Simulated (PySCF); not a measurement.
# One shape, several levels: Sn2F4

Wanted: a comparison of 3 runs (PBE/STO-3G, PBE/def2-SVP, r2SCAN/def2-SVP) of Sn2F4. Input form: a Python script.

The calculation is run with PySCF 2.14.0.

## Step 1: Starting point

Sn2F4: 6 atoms, total charge 0, spin state singlet. The shape comes from GFN2-xTB, which is rough for such elements, and wasn't checked as a minimum.

Bond lengths: Sn1–F2 2.080 Å, Sn4–F5 2.078 Å.

## Step 2: Energy and gradient at PBE/STO-3G (run 1)

calc.py

```python
import pyscf.grad
from pyscf import gto, dft

mol = gto.Mole()
mol.atom = [
    ('Sn', (-0.059390, 0.398460, 1.892450)),
    ('F', (-1.933660, -0.144880, 2.612530)),
    ('F', (0.480800, -1.289450, 0.286450)),
    ('Sn', (0.060440, -0.397240, -1.893650)),
    ('F', (1.934230, 0.143000, -2.612400)),
    ('F', (-0.482410, 1.290120, -0.285380)),
]
mol.basis = 'sto-3g'
mol.max_memory = 1860
mol.verbose = 4
mol.spin = 0
mol.charge = 0
mol.build()

mf = dft.RKS(mol, xc='pbe')
mf.conv_tol = 1e-10
mf.grids.level = 5
mf.kernel()
if not mf.converged:
    mf = mf.newton().run(mf.mo_coeff, mf.mo_occ)

energy = mf.e_tot
print('E(%s) = %.9f' % ('PBE', energy))
grad = mf.Gradients().kernel()
dip = mf.dip_moment()
pop, q = mf.mulliken_pop()
```

The run is started by

```console
$ OMP_NUM_THREADS=1 python calc.py
```

The log of the run:

```text
PySCF version 2.14.0

[... 83 lines left out ...]
converged SCF energy = -12322.6288282476
[... 14 lines left out ...]
Dipole moment(X, Y, Z, Debye):  0.00679,  0.00002, -0.01501
[... 42 lines left out ...]
pop of  3 Sn 5s           1.89005
pop of  3 Sn 2px          2.00007
pop of  3 Sn 2py          2.00007
pop of  3 Sn 2pz          2.00007
pop of  3 Sn 3px          1.99781
pop of  3 Sn 3py          1.99763
pop of  3 Sn 3pz          1.99769
pop of  3 Sn 4px          1.98830
pop of  3 Sn 4py          1.98623
pop of  3 Sn 4pz          1.98709
pop of  3 Sn 5px          0.67255
pop of  3 Sn 5py          0.53477
pop of  3 Sn 5pz          0.63646
pop of  3 Sn 3dxy         1.99997
pop of  3 Sn 3dyz         1.99998
pop of  3 Sn 3dz^2        1.99997
pop of  3 Sn 3dxz         1.99994
pop of  3 Sn 3dx2-y2      1.99991
pop of  3 Sn 4dxy         1.99901
pop of  3 Sn 4dyz         1.99955
pop of  3 Sn 4dz^2        1.99918
pop of  3 Sn 4dxz         1.99817
pop of  3 Sn 4dx2-y2      1.99746
pop of  4 F 1s            1.99959
pop of  4 F 2s            1.98203
pop of  4 F 2px           1.55699
pop of  4 F 2py           1.80184
pop of  4 F 2pz           1.82527
pop of  5 F 1s            1.99968
pop of  5 F 2s            1.97989
pop of  5 F 2px           1.92916
pop of  5 F 2py           1.72982
pop of  5 F 2pz           1.51274
 ** Mulliken atomic charges  **
charge of    0Sn =      0.31671
charge of    1F =     -0.16589
charge of    2F =     -0.15130
charge of    3Sn =      0.31750
charge of    4F =     -0.16573
charge of    5F =     -0.15129
```

Wall time 50 s (1 thread of Intel Xeon at 2.50GHz (Skylake/Cascade Lake), shared host); peak memory 0.73 GiB.

## Step 3: Energy and forces at PBE/def2-SVP (core potential) (run 2)

job.py

```python
from pyscf import gto, dft

mol = gto.M(
    atom='''
Sn    -0.059390     0.398460     1.892450
F     -1.933660    -0.144880     2.612530
F      0.480800    -1.289450     0.286450
Sn     0.060440    -0.397240    -1.893650
F      1.934230     0.143000    -2.612400
F     -0.482410     1.290120    -0.285380
''',
    spin=0,
    verbose=4,
    ecp={'Sn': 'def2-svp'},
    basis='def2-svp',
    max_memory=1860,
)

myscf = dft.RKS(mol)
myscf.xc = 'pbe'
myscf.grids.level = 5
myscf.conv_tol = 1e-10
myscf.kernel()
if not myscf.converged:
    myscf = myscf.newton().run(myscf.mo_coeff, myscf.mo_occ)

etot = myscf.e_tot
print(f'total energy: {etot:.8f} hartree')
grad = myscf.nuc_grad_method().kernel()
dip = myscf.dip_moment()
pop, q = myscf.mulliken_pop()
```

The run is started by

```console
$ OMP_NUM_THREADS=1 python job.py
```

The log of the run:

```text
PySCF version 2.14.0

[... 87 lines left out ...]
converged SCF energy = -827.460009012199
total energy: -827.46000901 hartree
[... 13 lines left out ...]
Dipole moment(X, Y, Z, Debye):  0.01016,  0.00421, -0.02010
[... 76 lines left out ...]
pop of  3 Sn 5dxy         0.08831
pop of  3 Sn 5dyz         0.09153
pop of  3 Sn 5dz^2        0.09255
pop of  3 Sn 5dxz         0.09778
pop of  3 Sn 5dx2-y2      0.08415
pop of  4 F 1s            1.98998
pop of  4 F 2s            1.12591
pop of  4 F 3s            0.84173
pop of  4 F 2px           1.05486
pop of  4 F 2py           1.11842
pop of  4 F 2pz           1.11146
pop of  4 F 3px           0.67998
pop of  4 F 3py           0.74061
pop of  4 F 3pz           0.73660
pop of  4 F 3dxy          0.00040
pop of  4 F 3dyz          0.00008
pop of  4 F 3dz^2         0.00021
pop of  4 F 3dxz          0.00048
pop of  4 F 3dx2-y2       0.00051
pop of  5 F 1s            1.98995
pop of  5 F 2s            1.12232
pop of  5 F 3s            0.84753
pop of  5 F 2px           1.14574
pop of  5 F 2py           1.10926
pop of  5 F 2pz           1.02826
pop of  5 F 3px           0.76524
pop of  5 F 3py           0.74004
pop of  5 F 3pz           0.68258
pop of  5 F 3dxy          0.00013
pop of  5 F 3dyz          0.00030
pop of  5 F 3dz^2         0.00014
pop of  5 F 3dxz          0.00006
pop of  5 F 3dx2-y2       0.00014
 ** Mulliken atomic charges  **
charge of    0Sn =      0.83279
charge of    1F =     -0.40161
charge of    2F =     -0.43166
charge of    3Sn =      0.83339
charge of    4F =     -0.40123
charge of    5F =     -0.43168
```

Wall time 89 s (1 thread of Intel Xeon at 2.50GHz (Skylake/Cascade Lake), shared host); peak memory 1.1 GiB.

## Step 4: Energy and gradient at r2SCAN/def2-SVP (core potential) (run 3)

calc.py

```python
from pyscf import gto, dft

molecule = gto.M(
    atom='''
Sn    -0.059390     0.398460     1.892450
F     -1.933660    -0.144880     2.612530
F      0.480800    -1.289450     0.286450
Sn     0.060440    -0.397240    -1.893650
F      1.934230     0.143000    -2.612400
F     -0.482410     1.290120    -0.285380
''',
    verbose=3,
    spin=0,
    charge=0,
    ecp={'Sn': 'def2-svp'},
    basis='def2-svp',
    max_memory=1860,
)

calc0 = dft.RKS(molecule, xc='r2scan')
calc0.grids.level = 5
calc0.conv_tol = 1e-10
calc0.kernel()
if not calc0.converged:
    calc0 = calc0.newton().run(calc0.mo_coeff, calc0.mo_occ)

energy = calc0.e_tot
print('E(%s) = %.9f' % ('R2SCAN', energy))
grad = calc0.nuc_grad_method().kernel()
calc0.analyze()
```

The run is started by

```console
$ OMP_NUM_THREADS=1 python calc.py
```

The log of the run:

```text
converged SCF energy = -827.81398519215
[... 18 lines left out ...]
MO #8   energy= -3.43401479093938  occ= 2
[... 9 lines left out ...]
MO #18  energy= -1.01756215748     occ= 2
[... 9 lines left out ...]
MO #28  energy= -0.444273361162465 occ= 2
[... 9 lines left out ...]
MO #38  energy= -0.306016760302484 occ= 2
[... 9 lines left out ...]
MO #48  energy= 0.195835472533222  occ= 0
[... 9 lines left out ...]
MO #58  energy= 0.342497729760537  occ= 0
[... 9 lines left out ...]
MO #68  energy= 1.21423388409519   occ= 0
[... 9 lines left out ...]
MO #78  energy= 1.54147174363144   occ= 0
[... 9 lines left out ...]
MO #88  energy= 3.12376899930135   occ= 0
[... 9 lines left out ...]
MO #98  energy= 3.15168411327978   occ= 0
[... 9 lines left out ...]
MO #108 energy= 51.7043908659676   occ= 0
[... 7 lines left out ...]
Dipole moment(X, Y, Z, Debye):  0.01092,  0.00467, -0.02093
```

Run time: 2.4 min. Hardware: 1 thread of Intel Xeon at 2.50GHz (Skylake/Cascade Lake), shared host; peak memory 1.1 GiB.

## Step 5: All runs side by side

```
run                             level  core potential    energy (Eh)  dipole moment (D)  HOMO energy (eV)  LUMO energy (eV)  wall time
  1                        PBE/STO-3G               –  -12322.628828               0.02             -1.54              0.84       50 s
  2     PBE/def2-SVP (core potential)        def2-svp    -827.460009               0.02             -6.96             -3.15       89 s
  3  r2SCAN/def2-SVP (core potential)        def2-svp    -827.813985               0.02             -7.37             -3.07    2.4 min
```

## Step 6: Summary of results

| quantity | value |
| --- | --- |
| run 3: total energy | -827.81399 Eh |
| run 3: dipole moment | 0.02 D |
| run 3: HOMO energy | -7.37 eV |
| run 3: LUMO energy | -3.07 eV |
| run 3: HOMO–LUMO gap | 4.31 eV |
| run 3: largest force on an atom | 2.246 eV/Å |

**Reading.** The HOMO–LUMO gap runs from 2.37 eV (PBE/STO-3G) to 4.31 eV (r2SCAN/def2-SVP). The two ends differ in method and basis and core potential. Totals of different functionals can't be ranked against each other. Some runs of one species differ in core potentials or relativity; totals across that change don't compare. In run 1 the basis is minimal, so the values are rough. In run 1 relativity is left out where basis or elements ask for it. All runs together took 4.8 min, the longest 2.4 min.
